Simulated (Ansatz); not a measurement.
**C₂H₆OSSi: up Jacob's ladder to CCSD(T)**

The task here is to estimate one member of a computed series from the others.

The runs use Ansatz 0.2.0, Gaussian basis; functionals in def2-TZVPP, the program's frozen cores in correlated methods.

Levels to be run: PBE-D4, r2SCAN-D4, PBE0-D4, B3LYP-D4, ωB97X-V, ωB97M-V, B2PLYP; CCSD(T)/def2-TZVPP; MP2/def2-QZVPP; extrapolation to the limit.

### Structure used throughout

All runs share one geometry, relaxed beforehand with PBE0-D4 in a triple-zeta def2 set.

SMILES `SC1CO[SiH2]1`, 11 atoms, charge 0, spin multiplicity 1.

Atoms are counted from 1 here; the program's logs count them from 0.

Bond lengths: S1–C2 1.795 Å, S1–H6 1.344 Å, C2–C3 1.551 Å, C2–Si5 1.880 Å, C2–H7 1.090 Å, C3–O4 1.447 Å, C3–H8 1.093 Å, C3–H9 1.093 Å, O4–Si5 1.665 Å, Si5–H10 1.486 Å, Si5–H11 1.489 Å. Angles: C2–S1–H6 98.0°, S1–C2–C3 118.6°, S1–C2–Si5 121.9°, S1–C2–H7 106.1°, C3–C2–Si5 82.6°, C3–C2–H7 112.2°, Si5–C2–H7 114.2°, C2–C3–O4 101.5°, C2–C3–H8 112.0°, C2–C3–H9 113.7°, O4–C3–H8 110.3°, O4–C3–H9 109.6°, H8–C3–H9 109.5°, C3–O4–Si5 93.9°, C2–Si5–O4 81.6°, C2–Si5–H10 120.2°, C2–Si5–H11 115.1°, O4–Si5–H10 114.3° and more.

The first run:

Input file in.yaml:

```yaml
crystal:
  periodic: [false, false, false]
  atoms:
    - {symbol: S, position_ang: [-1.573488, 1.521130, 0.408822]}
    - {symbol: C, position_ang: [-0.020327, 0.624645, 0.488342]}
    - {symbol: C, position_ang: [-0.047098, -0.871891, 0.895966]}
    - {symbol: O, position_ang: [0.679222, -1.482063, -0.196869]}
    - {symbol: Si, position_ang: [0.811287, -0.060230, -1.052842]}
    - {symbol: H, position_ang: [-2.019101, 1.018107, -0.754823]}
    - {symbol: H, position_ang: [0.637729, 1.214121, 1.127444]}
    - {symbol: H, position_ang: [-1.065521, -1.265048, 0.941457]}
    - {symbol: H, position_ang: [0.466261, -1.079577, 1.838647]}
    - {symbol: H, position_ang: [2.207505, 0.327627, -1.383051]}
    - {symbol: H, position_ang: [-0.011271, -0.003919, -2.292492]}
basis:
  gaussian: {orbitals: def2-TZVPP}
hamiltonian: {xc: pbe, dispersion: d4}
output: {forces: true, orbitals: {seedname: orbitals}}
```

Command:

```bash
$ ansatz run in.yaml --threads 4 --pin off --events-out ev --progress --plain --max-ram 10444MiB
```

Among the steps run: PBE-D4 (GGA); r2SCAN-D4 (meta-GGA); PBE0-D4 (hybrid); B3LYP-D4 (hybrid); ωB97X-V (range-separated); ωB97M-V (range-separated); B2PLYP (double hybrid); CCSD(T) in def2-TZVPP; MP2 in def2-QZVPP.

One of the session's tables, all rows but one given; the rest of the session is left out.

```
            method  atomisation energy (kJ/mol)
            PBE-D4                       4089.5
         r2SCAN-D4                       4024.1
           PBE0-D4                       4020.9
          B3LYP-D4                       3997.4
           ωB97X-V                       4039.0
           ωB97M-V                       4035.0
            B2PLYP                       3955.8
     HF/def2-TZVPP                       2869.2
    MP2/def2-TZVPP                            ?
   CCSD/def2-TZVPP                       3837.5
CCSD(T)/def2-TZVPP                       3903.0
           MP2/CBS                       4087.8
       CCSD(T)/CBS                       4017.2
```

**Question.** Estimate the row for MP2/def2-TZVPP.

As computed: atomisation energy (kJ/mol): 3973.6. In the column «atomisation energy (kJ/mol)» it lies between B2PLYP (3955.8) and B3LYP-D4 (3997.4).
